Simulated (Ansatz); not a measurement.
# TiPt3: the cost of one run

Program: Ansatz 0.2.0. Level of theory: DFT PBE, scalar-relativistic, plane waves, PAW. These are calculated values, not measurements.

2 further runs of the same task are left out: 2 set aside as unsound or not needed.

## (1) Starting point

It takes space group Pm-3m (No. 221, cubic). The conventional cell has a = 3.948 Å, b = 3.948 Å, c = 3.948 Å, α = 90.00°, β = 90.00°, γ = 90.00°. Around Ti (site symmetry m-3m) lie 12 Pt at 2.79 Å. Around Pt (site symmetry 4/mmm) lie 4 Ti at 2.79 Å and 8 Pt at 2.79 Å.

Coordinates:

```cif
data_structure
_symmetry_space_group_name_H-M 'Pm-3m'
_symmetry_Int_Tables_number 221
_cell_length_a 3.9482
_cell_length_b 3.9482
_cell_length_c 3.9482
_cell_angle_alpha 90.000
_cell_angle_beta 90.000
_cell_angle_gamma 90.000
_cell_volume 61.54
loop_
_atom_site_label
_atom_site_type_symbol
_atom_site_symmetry_multiplicity
_atom_site_Wyckoff_symbol
_atom_site_fract_x
_atom_site_fract_y
_atom_site_fract_z
_atom_site_occupancy
Ti1 Ti 1 a 0.00000 0.00000 0.00000 1
Pt1 Pt 3 c 0.00000 0.50000 0.50000 1
```

This cell was relaxed beforehand with the same method: volume 15.39 Å³/atom, gap on the mesh none (metal).

Bulk energy on matching settings, from an earlier run: -10018.0352 eV/atom.

## (2) Cutting the (111) slab

Planes are indexed in the bulk's conventional cell (Pm-3m (No. 221)), a = 3.948 Å, b = 3.948 Å, c = 3.948 Å, α = 90.00°, β = 90.00°, γ = 90.00°.

Cut from the relaxed bulk: a (111) slab, 11.4 Å thick as cut, with 15 Å of vacuum; its outer planes are TiPt3 (top) and TiPt3 (bottom).

The slab as cut. Its planes from the bottom up:

```
plane  atoms per cell  height over the lowest (Å)
    1           TiPt3                        0.00
    2           TiPt3                        2.28
    3           TiPt3                        4.56
    4           TiPt3                        6.84
    5           TiPt3                        9.12
    6           TiPt3                       11.40
```

## (3) Single point on the unrelaxed (111) slab

The cell repeats along c, and a dipole correction in the vacuum removes the field between the copies.

input.yaml

```yaml
crystal:
  lattice:
    - [5.5835757678, 0.0, 0.0]
    - [-2.7917878839, 4.8355184589, 0.0]
    - [0.0, 0.0, 26.3974263095]
  atoms:
    - { symbol: Ti, position: [0.6666666667, 0.3333333333, 0.2841186073] }
    - { symbol: Pt, position: [0.1666666667, 0.8333333333, 0.2841186073] }
    - { symbol: Pt, position: [0.1666666667, 0.3333333333, 0.2841186073] }
    - { symbol: Pt, position: [0.6666666667, 0.8333333333, 0.2841186073] }
    - { symbol: Ti, position: [0.3333333333, 0.6666666667, 0.3704711644] }
    - { symbol: Pt, position: [0.8333333333, 0.1666666667, 0.3704711644] }
    - { symbol: Pt, position: [0.8333333333, 0.6666666667, 0.3704711644] }
    - { symbol: Pt, position: [0.3333333333, 0.1666666667, 0.3704711644] }
    - { symbol: Ti, position: [0.0, 0.0, 0.4568237215] }
    - { symbol: Pt, position: [0.5, 0.5, 0.4568237215] }
    - { symbol: Pt, position: [0.5, 0.0, 0.4568237215] }
    - { symbol: Pt, position: [0.0, 0.5, 0.4568237215] }
    - { symbol: Ti, position: [0.6666666667, 0.3333333333, 0.5431762785] }
    - { symbol: Pt, position: [0.1666666667, 0.8333333333, 0.5431762785] }
    - { symbol: Pt, position: [0.1666666667, 0.3333333333, 0.5431762785] }
    - { symbol: Pt, position: [0.6666666667, 0.8333333333, 0.5431762785] }
    - { symbol: Ti, position: [0.3333333333, 0.6666666667, 0.6295288356] }
    - { symbol: Pt, position: [0.8333333333, 0.1666666667, 0.6295288356] }
    - { symbol: Pt, position: [0.8333333333, 0.6666666667, 0.6295288356] }
    - { symbol: Pt, position: [0.3333333333, 0.1666666667, 0.6295288356] }
    - { symbol: Ti, position: [0.0, 0.0, 0.7158813927] }
    - { symbol: Pt, position: [0.5, 0.5, 0.7158813927] }
    - { symbol: Pt, position: [0.5, 0.0, 0.7158813927] }
    - { symbol: Pt, position: [0.0, 0.5, 0.7158813927] }
basis:
  ecutwfc: 420
kpoints:
  mp_grid: { grid: [9, 9, 1] }
hamiltonian:
  xc: pbe
scf:
  occupations: { method: gaussian, width: 0.1 }
output:
  forces: true
  stress: true
  eigenvalues: true
  write_density: true
  write_potential: true
  elf: true
  volumetric_format: npy
efield:
  axis: 3
  dipole_correction: true
```

On the command line:

```console
ansatz run input.yaml --threads 4 --pin off --max-ram 10240MiB --backend cpu --events-out ev --progress --plain --runs-dir out
```

Q: Estimate wall time and peak memory on 4 threads of AMD EPYC (Zen 3), shared host.

About 3.7 min, with a peak of 3.9 GiB.
